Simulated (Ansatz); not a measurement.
# BH7O2SSi2: up Jacob's ladder to CCSD(T)

How much do the methods differ for BH7O2SSi2? The plan is to run it at one geometry with functionals of several rungs and with coupled cluster, and see how far each lands from CCSD(T) at the basis-set limit for the atomisation energy.

Computed with Ansatz 0.2.0, Gaussian basis. Level: functionals in def2-TZVPP, the program's frozen cores in correlated methods.

Plan: PBE-D4, r2SCAN-D4, PBE0-D4, B3LYP-D4, ωB97X-V, ωB97M-V, B2PLYP; CCSD(T)/def2-TZVPP; MP2/def2-QZVPP; extrapolation to the limit.

## (1) The relaxed structure

The geometry comes from an earlier relaxation with PBE0-D4 in a triple-zeta def2 set; it is a stationary point, not always the lowest conformer.

SMILES `[SiH3]OB(S)O[SiH3]`, 13 atoms, charge 0, spin multiplicity 1.

Atoms are counted from 1 here; the program's logs count them from 0.

Bond lengths: Si1–O2 1.643 Å, Si1–H7 1.487 Å, Si1–H8 1.481 Å, Si1–H9 1.483 Å, O2–B3 1.356 Å, B3–S4 1.821 Å, B3–O5 1.358 Å, S4–H10 1.341 Å, O5–Si6 1.646 Å, Si6–H11 1.481 Å, Si6–H12 1.483 Å, Si6–H13 1.487 Å. Angles: O2–Si1–H7 110.2°, O2–Si1–H8 107.8°, O2–Si1–H9 109.4°, H7–Si1–H8 109.7°, H7–Si1–H9 109.7°, H8–Si1–H9 110.1°, Si1–O2–B3 142.2°, O2–B3–S4 116.0°, O2–B3–O5 124.1°, S4–B3–O5 119.9°, B3–S4–H10 95.4°, B3–O5–Si6 139.9°, O5–Si6–H11 107.5°, O5–Si6–H12 109.6°, O5–Si6–H13 110.3°, H11–Si6–H12 110.0°, H11–Si6–H13 109.7°, H12–Si6–H13 109.7°.

Geometry (Å):

```xyz
13
BH7O2SSi2
Si    0.85832   -1.82073    0.68961
O     0.38479   -0.38382    1.33107
B    -0.31123    0.74275    1.03752
S    -0.77015    1.78973    2.45522
O    -0.66787    1.11172   -0.21970
Si   -0.34611    0.72215   -1.78611
H    -0.01133   -2.18072   -0.46181
H     0.73589   -2.85008    1.74769
H     2.26716   -1.71949    0.23818
H    -1.38112    2.73306    1.72310
H    -0.33683    1.98209   -2.56531
H    -1.40144   -0.18469   -2.29877
H     0.97995    0.05804   -1.89071
```

## (2) PBE-D4 (GGA)

The input, in.yaml:

```yaml
crystal:
  periodic: [false, false, false]
  atoms:
    - {symbol: Si, position_ang: [0.858317, -1.820733, 0.689607]}
    - {symbol: O, position_ang: [0.384791, -0.383820, 1.331070]}
    - {symbol: B, position_ang: [-0.311233, 0.742749, 1.037522]}
    - {symbol: S, position_ang: [-0.770154, 1.789729, 2.455223]}
    - {symbol: O, position_ang: [-0.667875, 1.111720, -0.219697]}
    - {symbol: Si, position_ang: [-0.346111, 0.722148, -1.786110]}
    - {symbol: H, position_ang: [-0.011333, -2.180716, -0.461805]}
    - {symbol: H, position_ang: [0.735885, -2.850083, 1.747690]}
    - {symbol: H, position_ang: [2.267156, -1.719494, 0.238178]}
    - {symbol: H, position_ang: [-1.381125, 2.733061, 1.723096]}
    - {symbol: H, position_ang: [-0.336831, 1.982093, -2.565313]}
    - {symbol: H, position_ang: [-1.401441, -0.184695, -2.298767]}
    - {symbol: H, position_ang: [0.979953, 0.058041, -1.890707]}
basis:
  gaussian: {orbitals: def2-TZVPP}
hamiltonian: {xc: pbe, dispersion: d4}
output: {forces: true, orbitals: {seedname: orbitals}}
```

Started as:

```sh
$ ansatz run in.yaml --threads 2 --pin off --events-out ev --progress --plain --max-ram 22528MiB --backend cuda --devices 0, --max-vram 18GiB
```

The runs that follow: r2SCAN-D4 (meta-GGA); PBE0-D4 (hybrid); B3LYP-D4 (hybrid); ωB97X-V (range-separated); ωB97M-V (range-separated); B2PLYP (double hybrid); CCSD(T) in def2-TZVPP; MP2 in def2-QZVPP.

**Question.** What will the summary of the whole plan be? Wanted: atomisation energy, CCSD(T)/CBS; farthest; mean size of error, hybrid; mean size of error, range-separated; gap, smallest and largest; T1 diagnostic; triples share of the correlation energy.

The runs gave:

```
                               quantity                                          value
        atomisation energy, CCSD(T)/CBS                                  4734.5 kJ/mol
 functionals within 23.7 kJ/mol (0.5 %)  PBE-D4, r2SCAN-D4, B3LYP-D4, ωB97X-V, ωB97M-V
                               farthest                          B2PLYP (-63.4 kJ/mol)
             mean size of error, hybrid                                    35.3 kJ/mol
    mean size of error, range-separated                                    18.1 kJ/mol
              gap, smallest and largest           5.16 eV (PBE-D4), 11.53 eV (ωB97X-V)
                          T1 diagnostic                                         0.0126
triples share of the correlation energy                                          3.6 %
```

In words: PBE-D4 misses by -0.7 kJ/mol. Double hybrids carry the basis error of their MP2 part in triple zeta, and no dispersion term here, so their miss is partly the set-up's. Misses under about 23.7 kJ/mol are within the doubt on the reference itself, which lacks core-valence correlation, relativity and higher excitations. Hartree-Fock recovers 75 % of the binding; the rest is correlation. Orbital gaps span 5.2 to 11.5 eV; exact exchange widens them.
